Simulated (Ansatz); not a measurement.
# C₅H₁₀O₃: up Jacob's ladder to CCSD(T)

How much do the methods differ for C₅H₁₀O₃? The plan is to run it at one geometry with functionals of several rungs and with coupled cluster, and see how far each lands from CCSD(T) at the basis-set limit for the atomisation energy.

Program: Ansatz 0.2.0, Gaussian basis. Level of theory: functionals in def2-TZVPP, the program's frozen cores in correlated methods. These are calculated values, not measurements.

Levels to be run: PBE-D4, r2SCAN-D4, PBE0-D4, B3LYP-D4, ωB97X-V, ωB97M-V, B2PLYP; CCSD(T)/def2-TZVPP; MP2/def2-QZVPP; extrapolation to the limit.

## (1) Structure used throughout

All runs share one geometry, relaxed beforehand with PBE0-D4 in a triple-zeta def2 set.

SMILES `OCC1OCCCO1`, 18 atoms, charge 0, spin multiplicity 1.

Atoms are counted from 1 here; the program's logs count them from 0.

Bond lengths: O1–C2 1.408 Å, O1–H9 0.958 Å, C2–C3 1.507 Å, C2–H10 1.096 Å, C2–H11 1.097 Å, C3–O4 1.399 Å, C3–O8 1.396 Å, C3–H12 1.107 Å, O4–C5 1.414 Å, C5–C6 1.517 Å, C5–H13 1.102 Å, C5–H14 1.091 Å, C6–C7 1.517 Å, C6–H15 1.094 Å, C6–H16 1.093 Å, C7–O8 1.412 Å, C7–H17 1.091 Å, C7–H18 1.102 Å. Angles: C2–O1–H9 108.6°, O1–C2–C3 108.2°, O1–C2–H10 112.2°, O1–C2–H11 111.8°, C3–C2–H10 107.8°, C3–C2–H11 107.8°, H10–C2–H11 108.8°, C2–C3–O4 107.6°, C2–C3–O8 109.0°, C2–C3–H12 110.0°, O4–C3–O8 112.0°, O4–C3–H12 109.3°, O8–C3–H12 108.9°, C3–O4–C5 111.2°, O4–C5–C6 110.7°, O4–C5–H13 109.3°, O4–C5–H14 106.6°, C6–C5–H13 110.0° and more.

## (2) PBE-D4 (GGA)

Contents of in.yaml:

```yaml
crystal:
  periodic: [false, false, false]
  atoms:
    - {symbol: O, position_ang: [-2.375174, 1.344316, -1.382799]}
    - {symbol: C, position_ang: [-1.247067, 0.570643, -1.718085]}
    - {symbol: C, position_ang: [-0.373205, 0.456689, -0.495366]}
    - {symbol: O, position_ang: [0.884250, 0.007369, -0.913575]}
    - {symbol: C, position_ang: [1.775101, -0.108468, 0.177808]}
    - {symbol: C, position_ang: [1.201766, -1.026087, 1.241459]}
    - {symbol: C, position_ang: [-0.197945, -0.551645, 1.583934]}
    - {symbol: O, position_ang: [-0.969565, -0.424374, 0.407717]}
    - {symbol: H, position_ang: [-3.055431, 1.195287, -2.041213]}
    - {symbol: H, position_ang: [-1.518299, -0.443905, -2.032117]}
    - {symbol: H, position_ang: [-0.653030, 1.038764, -2.512211]}
    - {symbol: H, position_ang: [-0.265841, 1.446754, -0.012816]}
    - {symbol: H, position_ang: [1.962098, 0.890374, 0.603483]}
    - {symbol: H, position_ang: [2.715674, -0.486378, -0.225419]}
    - {symbol: H, position_ang: [1.838815, -1.023535, 2.130825]}
    - {symbol: H, position_ang: [1.155538, -2.048324, 0.856318]}
    - {symbol: H, position_ang: [-0.723898, -1.256616, 2.229150]}
    - {symbol: H, position_ang: [-0.153776, 0.419115, 2.102907]}
basis:
  gaussian: {orbitals: def2-TZVPP}
hamiltonian: {xc: pbe, dispersion: d4}
output: {forces: true, orbitals: {seedname: orbitals}}
```

The run is started by

```sh
$ ansatz run in.yaml --threads 2 --pin off --events-out ev --progress --plain --max-ram 32768MiB --backend cuda --devices 0, --max-vram 18GiB
```

Further steps of the session: r2SCAN-D4 (meta-GGA); PBE0-D4 (hybrid); B3LYP-D4 (hybrid); ωB97X-V (range-separated); ωB97M-V (range-separated); B2PLYP (double hybrid); CCSD(T) in def2-TZVPP; MP2 in def2-QZVPP.

**Question.** What will the summary of the whole plan be? Wanted: atomisation energy, CCSD(T)/CBS; farthest; mean size of error, hybrid; mean size of error, range-separated; gap, smallest and largest; T1 diagnostic; triples share of the correlation energy.

The runs gave:

```
                               quantity                                  value
        atomisation energy, CCSD(T)/CBS                          7350.0 kJ/mol
 functionals within 36.8 kJ/mol (0.5 %)  r2SCAN-D4, B3LYP-D4, ωB97X-V, ωB97M-V
                               farthest                 PBE-D4 (+204.5 kJ/mol)
             mean size of error, hybrid                            33.3 kJ/mol
    mean size of error, range-separated                            20.2 kJ/mol
              gap, smallest and largest   6.24 eV (PBE-D4), 13.15 eV (ωB97X-V)
                          T1 diagnostic                                 0.0111
triples share of the correlation energy                                  3.8 %
```

In words: PBE-D4 is off by +204.5 kJ/mol. Double hybrids carry the basis error of their MP2 part in triple zeta, and no dispersion term here, so their miss is partly the set-up's. Misses under about 36.8 kJ/mol are within the doubt on the reference itself, which lacks core-valence correlation, relativity and higher excitations. Hartree-Fock recovers 71 % of the binding; the rest is correlation. Orbital gaps span 6.2 to 13.2 eV; exact exchange widens them.
